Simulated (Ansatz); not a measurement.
# InN2H5: small, medium and large basis sets

The task here is to estimate one member of a computed series from the others.

Computed with Ansatz 0.2.0, Gaussian basis. Level: one geometry, several basis sets.

Levels to be run: PBE0-D4/def2-SVP; ωB97M-V/def2-SVP; PBE0-D4/def2-QZVPP; ωB97M-V/def2-QZVPP; the functionals' def2-TZVPP values are taken from earlier runs.

### The relaxed structure

All runs share one geometry, relaxed beforehand with PBE0-D4 in a triple-zeta def2 set. In takes the def2 core potential; no spin-orbit term is included.

SMILES `[NH2][InH][NH2]`, 8 atoms, charge 0, spin multiplicity 1.

Atoms are counted from 1 here; the program's logs count them from 0.

Bond lengths: N1–In2 2.018 Å, N1–H4 1.008 Å, N1–H5 1.008 Å, In2–N3 2.018 Å, In2–H6 1.703 Å, N3–H7 1.008 Å, N3–H8 1.008 Å. Angles: In2–N1–H4 119.3°, In2–N1–H5 119.7°, H4–N1–H5 109.6°, N1–In2–N3 112.7°, N1–In2–H6 123.6°, N3–In2–H6 123.6°, In2–N3–H7 119.7°, In2–N3–H8 119.3°, H7–N3–H8 109.6°.

The first run:

Contents of in.yaml:

```yaml
crystal:
  periodic: [false, false, false]
  atoms:
    - {symbol: N, position_ang: [-0.969680, 0.858040, -1.126996]}
    - {symbol: In, position_ang: [0.247987, 0.564810, 0.455498]}
    - {symbol: N, position_ang: [0.742654, -1.375187, 0.709639]}
    - {symbol: H, position_ang: [-1.482062, 0.076761, -1.506612]}
    - {symbol: H, position_ang: [-1.538242, 1.689191, -1.171812]}
    - {symbol: H, position_ang: [0.798963, 1.819228, 1.467525]}
    - {symbol: H, position_ang: [1.570927, -1.614728, 1.231792]}
    - {symbol: H, position_ang: [0.629463, -2.018116, -0.059034]}
basis:
  gaussian: {orbitals: def2-SVP}
hamiltonian: {xc: pbe0, dispersion: d4}
output: {orbitals: {seedname: orbitals}}
```

Launch:

```
> ansatz run in.yaml --threads 2 --pin off --events-out ev --progress --plain --max-ram 32768MiB --backend cpu
```

Among the steps run: PBE0-D4 in def2-SVP; ωB97M-V in def2-SVP; PBE0-D4 in def2-QZVPP; ωB97M-V in def2-QZVPP.

One of the session's tables, all rows but one given; the rest of the session is left out.

It belongs to the step «Density functionals: the series». 

| functional | basis | HOMO (eV) |
| --- | --- | --- |
| PBE0-D4 | def2-SVP | -6.40 |
| PBE0-D4 | def2-TZVPP | -6.70 |
| PBE0-D4 | def2-QZVPP | ? |
| ωB97M-V | def2-SVP | -8.73 |
| ωB97M-V | def2-TZVPP | -9.06 |
| ωB97M-V | def2-QZVPP | -9.13 |

**Question.** Estimate the row for PBE0-D4, def2-QZVPP.

As computed: HOMO (eV): -6.77. In the column «HOMO (eV)» it lies between ωB97M-V, def2-SVP (-8.73) and PBE0-D4, def2-TZVPP (-6.70).
